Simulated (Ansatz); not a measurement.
**CH4GeS: one species, many methods**

Aim: compute CH4GeS with functionals from several rungs and with coupled cluster, and see how far each lands from CCSD(T) at the basis-set limit for the atomisation energy.

The runs use Ansatz 0.2.0, Gaussian basis; functionals in def2-TZVPP, the program's frozen cores in correlated methods.

Plan: LDA (SPW92), PBE-D4, revPBE-D4, BLYP-D4, r2SCAN-D4, B97M-V, PBE0-D4, B3LYP-D4, r2SCANh-D4, r2SCAN0-D4, HSE06-D4, BHLYP-D4, CAM-B3LYP-D4, LC-ωPBE, ωB97X-V, ωB97M-V, B2PLYP, PBE-QIDH; CCSD(T)/def2-SVP; CCSD(T)/def2-TZVPP; MP2/def2-QZVPP; extrapolation to the limit; RPA on PBE.

## 1. The relaxed structure

All runs share one geometry, relaxed beforehand with PBE0-D4 in a triple-zeta def2 set.

7 atoms, charge 0, spin multiplicity 1.

Atoms are counted from 1 here; the program's logs count them from 0.

Bond lengths: S1–C2 1.607 Å, C2–Ge3 1.962 Å, C2–H4 1.094 Å, Ge3–H5 1.539 Å, Ge3–H6 1.539 Å, Ge3–H7 1.530 Å. Angles: S1–C2–Ge3 124.3°, S1–C2–H4 119.0°, Ge3–C2–H4 116.6°, C2–Ge3–H5 108.7°, C2–Ge3–H6 108.7°, C2–Ge3–H7 108.6°, H5–Ge3–H6 108.4°, H5–Ge3–H7 111.2°, H6–Ge3–H7 111.2°.

## 2. LDA

This LDA is Slater exchange with PW92 correlation.

Contents of in.yaml:

```yaml
crystal:
  periodic: [false, false, false]
  atoms:
    - {symbol: S, position_ang: [0.113391, -2.333919, 0.621455]}
    - {symbol: C, position_ang: [-0.561651, -0.986623, 0.064683]}
    - {symbol: Ge, position_ang: [0.366374, 0.736058, -0.085325]}
    - {symbol: H, position_ang: [-1.607196, -1.010197, -0.257201]}
    - {symbol: H, position_ang: [0.334105, 1.187141, -1.556243]}
    - {symbol: H, position_ang: [-0.388401, 1.777984, 0.758936]}
    - {symbol: H, position_ang: [1.804577, 0.561457, 0.407995]}
basis:
  gaussian: {orbitals: def2-TZVPP}
hamiltonian: {xc: lda}
output: {orbitals: {seedname: orbitals}}
```

Command:

```console
ansatz run in.yaml --threads 2 --pin off --events-out ev --progress --plain --max-ram 4352MiB
```

The runs that follow: PBE-D4 (GGA); revPBE-D4 (GGA); BLYP-D4 (GGA); r2SCAN-D4 (meta-GGA); B97M-V (meta-GGA); B3LYP-D4 (hybrid); r2SCANh-D4 (hybrid); r2SCAN0-D4 (hybrid); HSE06-D4 (hybrid); BHLYP-D4 (hybrid); CAM-B3LYP-D4 (range-separated); LC-ωPBE (range-separated); ωB97X-V (range-separated); ωB97M-V (range-separated); B2PLYP (double hybrid); PBE-QIDH (double hybrid); CCSD(T) in def2-SVP; CCSD(T) in def2-TZVPP; MP2 in def2-QZVPP; RPA on PBE orbitals.

Q: Predict the results of all the runs planned. Wanted: atomisation energy, CCSD(T)/CBS; farthest beyond LDA; mean size of error, GGA; mean size of error, meta-GGA; mean size of error, hybrid; mean size of error, range-separated; mean size of error, double hybrid; gap, smallest and largest; T1 diagnostic.

The runs gave:

| quantity | value |
| --- | --- |
| atomisation energy, CCSD(T)/CBS | 2120.5 kJ/mol |
| functionals within 21.2 kJ/mol (1.0 %) | PBE-D4, r2SCAN-D4, B97M-V, PBE0-D4, B3LYP-D4, r2SCANh-D4, HSE06-D4, CAM-B3LYP-D4, ωB97X-V, ωB97M-V |
| farthest beyond LDA | BHLYP-D4 (-80.5 kJ/mol) |
| mean size of error, GGA | 24.2 kJ/mol |
| mean size of error, meta-GGA | 11.8 kJ/mol |
| mean size of error, hybrid | 33.7 kJ/mol |
| mean size of error, range-separated | 20.7 kJ/mol |
| mean size of error, double hybrid | 34.3 kJ/mol |
| gap, smallest and largest | 1.56 eV (LDA (SPW92)), 8.73 eV (LC-ωPBE) |
| T1 diagnostic | 0.0144 |
| triples share of the correlation energy | 4.4 % |

What this shows: The LDA atomisation energy is off by 304.5 kJ/mol (14 %): it overbinds. PBE-D4 is off by +17.4 kJ/mol. Double hybrids carry the basis error of their MP2 part in triple zeta, and no dispersion term here, so their miss is partly the set-up's. The rungs meta-GGA, range-separated miss on average by less than the doubt on the reference (21.2 kJ/mol), so they tie. The reference freezes the cores and leaves out relativity and excitations past (T), and its outer-core shells are covered unevenly, so misses under about 21.2 kJ/mol can't be ranked. Hartree-Fock recovers 70 % of the binding; the rest is correlation. CCSD(T) in def2-SVP is off by -139.3 kJ/mol, so the small basis spoils what the method gains. The gap grows from 1.6 to 8.7 eV across the functionals, mostly with the share of exact exchange. The restricted reference is unstable towards a spin-broken one. Correlated methods include outer-core shells of Ge, which these sets cover unevenly.
